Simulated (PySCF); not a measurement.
# AsS with other numerical set-ups

Aim: see how much the energy and properties of AsS depend on the numerical set-up.

Program: PySCF 2.14.0. Level of theory: each script names its method and basis. These are calculated values, not measurements.

### 1 The system as given

AsS: 2 atoms, charge 0, spin multiplicity 2.

Bond lengths: As1–S2 2.268 Å.

### 2 Base script

input.py reads:

```python
from pyscf import gto, dft

mol = gto.M(
    atom='As 0 0 0; S 0 0 2.268',
    basis='cc-pvdz-dk',
    charge=0,
    spin=1,
    verbose=4,
)
mf = dft.ROKS(mol, xc='r2scan')
mf = mf.sfx2c1e()
mf = mf.density_fit(auxbasis='def2-universal-jkfit')
mf.kernel()
mf.dip_moment()
print('orbital energies (hartree):', mf.mo_energy[..., max(0, mol.nelec[1]-3):mol.nelec[0]+3].round(4))
```

Launch:

```sh
> OMP_NUM_THREADS=1 python input.py
```

The log of this run is left out.

It gives: E(SCF) = -2659.893383 Eh, 11 cycles, μ = 1.93 D.

The bond length is a typed value, not an optimised one.

### 3 Integration grid (50, 194)

Edit 1 changes integration grid: default → (50, 194).

input.py reads:

```python
from pyscf import gto, dft

mol = gto.M(
    atom='As 0 0 0; S 0 0 2.268',
    basis='cc-pvdz-dk',
    charge=0,
    spin=1,
    verbose=4,
)
mf = dft.ROKS(mol, xc='r2scan')
mf = mf.sfx2c1e()
mf = mf.density_fit(auxbasis='def2-universal-jkfit')
mf.grids.atom_grid = (50, 194)
mf.kernel()
mf.dip_moment()
print('orbital energies (hartree):', mf.mo_energy[..., max(0, mol.nelec[1]-3):mol.nelec[0]+3].round(4))
```

Launch:

```sh
> OMP_NUM_THREADS=1 python input.py
```

### 4 3-21g (X2C off)

Edit 2 changes basis set: cc-pvdz-dk → 3-21g; spin-free X2C: on → off.

input.py, as its differences from that of step 2:

```diff
@@ -4,3 +4,3 @@
     atom='As 0 0 0; S 0 0 2.268',
-    basis='cc-pvdz-dk',
+    basis='3-21g',
     charge=0,
@@ -10,3 +10,2 @@
 mf = dft.ROKS(mol, xc='r2scan')
-mf = mf.sfx2c1e()
 mf = mf.density_fit(auxbasis='def2-universal-jkfit')
```

### 5 Minao (X2C off)

Edit 3 changes basis set: cc-pvdz-dk → minao; spin-free X2C: on → off.

input.py, as its differences from that of step 2:

```diff
@@ -4,3 +4,3 @@
     atom='As 0 0 0; S 0 0 2.268',
-    basis='cc-pvdz-dk',
+    basis='minao',
     charge=0,
@@ -10,3 +10,2 @@
 mf = dft.ROKS(mol, xc='r2scan')
-mf = mf.sfx2c1e()
 mf = mf.density_fit(auxbasis='def2-universal-jkfit')
```

### 6 Integration grid 2

Edit 4 changes integration grid: default → 2.

input.py, as its differences from that of step 2:

```diff
@@ -12,2 +12,3 @@
 mf = mf.density_fit(auxbasis='def2-universal-jkfit')
+mf.grids.level = 2
 mf.kernel()
```

**Question.** What will these runs give? Wanted: for each run, E(SCF); from base; dipole.

The runs gave:

| run | E(SCF) (hartree) | from base (eV) | cycles | dipole (D) | functions |
| --- | --- | --- | --- | --- | --- |
| base | -2659.893383 | 0 | 11 | 1.93 | 45 |
| integration grid (50, 194) | -2659.895291 | -0.0519 | 49 | 1.93 | 45 |
| 3-21g (X2C off) | -2621.141582 | not comparable | 9 | 2.34 | 35 |
| minao (X2C off) | -2633.999762 | not comparable | 15 | 1.58 | 27 |
| integration grid 2 | -2659.893163 | +0.0060 | 11 | 1.93 | 45 |

What this shows: Of the runs whose energies can be compared, “integration grid (50, 194)” moves the SCF energy most (-0.052 eV).
